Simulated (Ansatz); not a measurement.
# B3LYP/cc-pVDZ run of CH4F2Si (SMILES C[SiH](F)F)

Aim: the energy change on altering one bond length of CH4F2Si at B3LYP/cc-pVDZ, from 2 runs. 

Program for the calculation: Ansatz 0.2.0.

61 further runs of the same task are left out: 1 that didn't finish, 60 set aside as unsound or not needed.

### Step 1. Starting point

The species is CH4F2Si (8 atoms), meant as a singlet with charge 0. As SMILES, `C[SiH](F)F`. The shape is that of a PBE0-D4/def2-TZVP optimisation.

Bond lengths: C1–Si2 1.840 Å, Si2–F3 1.591 Å, Si2–F4 1.591 Å, C1–H5 1.092 Å, C1–H6 1.093 Å, C1–H7 1.093 Å, Si2–H8 1.477 Å. Some angles: C1–Si2–F3 109.8°, C1–Si2–F4 109.8°, F3–Si2–F4 106.8°, C1–Si2–H8 114.8°, F3–Si2–H8 107.6°, F4–Si2–H8 107.6°, Si2–C1–H5 110.7°, Si2–C1–H6 110.6°, Si2–C1–H7 110.6°, H5–C1–H6 108.3°.

### Step 2. A single-point energy at B3LYP/cc-pVDZ

in.yaml reads:

```yaml
crystal:
  periodic: [false, false, false]
  atoms:
    - {symbol: C, position_ang: [-0.387100, 0.881700, -0.174700]}
    - {symbol: Si, position_ang: [0.329300, -0.775200, 0.180600]}
    - {symbol: F, position_ang: [1.916300, -0.678300, 0.226700]}
    - {symbol: F, position_ang: [-0.035400, -1.783900, -0.994000]}
    - {symbol: H, position_ang: [-0.013400, 1.269000, -1.125400]}
    - {symbol: H, position_ang: [-0.122700, 1.591000, 0.613300]}
    - {symbol: H, position_ang: [-1.476800, 0.824400, -0.231400]}
    - {symbol: H, position_ang: [-0.118100, -1.385700, 1.449000]}
basis:
  gaussian:
    orbitals: cc-pVDZ
hamiltonian:
  xc: {name: B3LYP}
accuracy: high
output: {orbitals: {seedname: orbitals}}
```

Launch:

```
$ ansatz run in.yaml --threads 1 --pin off --max-ram 3480MiB --events-out events.jsonl --progress --plain --runs-dir runs
```

Log:

```text
Warning: RAYON_NUM_THREADS=1 ignored (pool sized by the plan → 1); use --threads N
Functional definition: B3LYP
  name "B3LYP"
  parameter a0 = 0.2
  parameter ax = 0.72
  parameter ac = 0.81
  exchange = (1 - a0 - ax)*slater_x + ax*b88_x + a0*exact_x
  correlation = (1 - ac)*vwn_rpa_c + ac*lyp_c
1820 factors; integrals over basis functions are off by at most 3.9e-9 eV
mean field evaluation 1: about -14411.0317 eV, gradient 5.8e1 eV
mean field evaluation 2: about -14407.3307 eV, gradient 7.3e1 eV
mean field evaluation 4: about -14417.4114 eV, gradient 2.5e0 eV
mean field evaluation 8: about -14417.5514 eV, gradient 1.3e-1 eV
mean field evaluation 16: about -14417.5514 eV, gradient 2.3e-5 eV
mean field -14417.55140826 eV, -529.8352416863 hartree, gradient 2.8e-8 eV, S^2 0.000000; 0 other end points of the search recorded, 0 dependent functions left out
reference -14417.55144498 eV, -529.8352430355 hartree; 21, 21 occupied and 59, 59 virtual orbitals, 1820 factors
Total energy: -14417.55144498 eV, -529.8352430355 hartree
```

Run time: 8.7 s. Hardware: 1 thread of Arm Neoverse V1, shared host; peak memory 0.25 GiB.

### Step 3. The distorted shape at the same level

input.yaml reads:

```yaml
crystal:
  periodic: [false, false, false]
  atoms:
    - {symbol: C, position_ang: [-0.602015, 1.378759, -0.281288]}
    - {symbol: Si, position_ang: [0.329300, -0.775200, 0.180600]}
    - {symbol: F, position_ang: [1.916300, -0.678300, 0.226700]}
    - {symbol: F, position_ang: [-0.035400, -1.783900, -0.994000]}
    - {symbol: H, position_ang: [-0.228315, 1.766059, -1.231988]}
    - {symbol: H, position_ang: [-0.337615, 2.088059, 0.506712]}
    - {symbol: H, position_ang: [-1.691715, 1.321459, -0.337988]}
    - {symbol: H, position_ang: [-0.118100, -1.385700, 1.449000]}
basis:
  gaussian: {orbitals: cc-pVDZ}
hamiltonian: {xc: {name: B3LYP}}
accuracy: high
output: {orbitals: {seedname: orbitals}}
```

Launch:

```
$ ansatz run input.yaml --threads 1 --pin off --max-ram 3480MiB --events-out events.jsonl --progress --plain --runs-dir runs
```

Log (excerpt; [...] marks lines left out):

```text
Warning: RAYON_NUM_THREADS=1 ignored (pool sized by the plan → 1); use --threads N
[... 7 set-up lines as earlier in the session ...]
1800 factors; integrals over basis functions are off by at most 3.5e-9 eV
mean field evaluation 1: about -14408.5874 eV, gradient 5.9e1 eV
mean field evaluation 2: about -14399.9452 eV, gradient 8.2e1 eV
mean field evaluation 4: about -14416.0805 eV, gradient 2.4e0 eV
mean field evaluation 8: about -14416.2218 eV, gradient 1.2e-1 eV
mean field evaluation 16: about -14416.2218 eV, gradient 1.7e-5 eV
mean field -14416.22183000 eV, -529.7863805864 hartree, gradient 1.4e-8 eV, S^2 0.000000; 0 other end points of the search recorded, 0 dependent functions left out
reference -14416.22186806 eV, -529.7863819851 hartree; 21, 21 occupied and 59, 59 virtual orbitals, 1800 factors
Total energy: -14416.22186806 eV, -529.7863819851 hartree
```

Wall time 8.4 s (1 thread of Arm Neoverse V1, shared host); peak memory 0.25 GiB.

### Step 4. What came out

At B3LYP/cc-pVDZ:

```
                                                          quantity          value
                                         first shape: total energy  -529.83524 Eh
                                          first shape: HOMO energy       -9.00 eV
                                          first shape: LUMO energy        1.38 eV
                                        first shape: HOMO–LUMO gap       10.38 eV
                                     distorted shape: total energy  -529.78638 Eh
                                      distorted shape: HOMO energy       -7.95 eV
                                      distorted shape: LUMO energy       -0.21 eV
                                    distorted shape: HOMO–LUMO gap        7.74 eV
energy change with the C1–Si2 bond stretched from 1.840 to 2.392 Å       1.330 eV
```

In words: With the C1–Si2 bond stretched from 1.840 to 2.392 Å the energy rises by 1.33 eV (128 kJ/mol). The first shape isn't relaxed at this level, so the change isn't measured from a minimum.
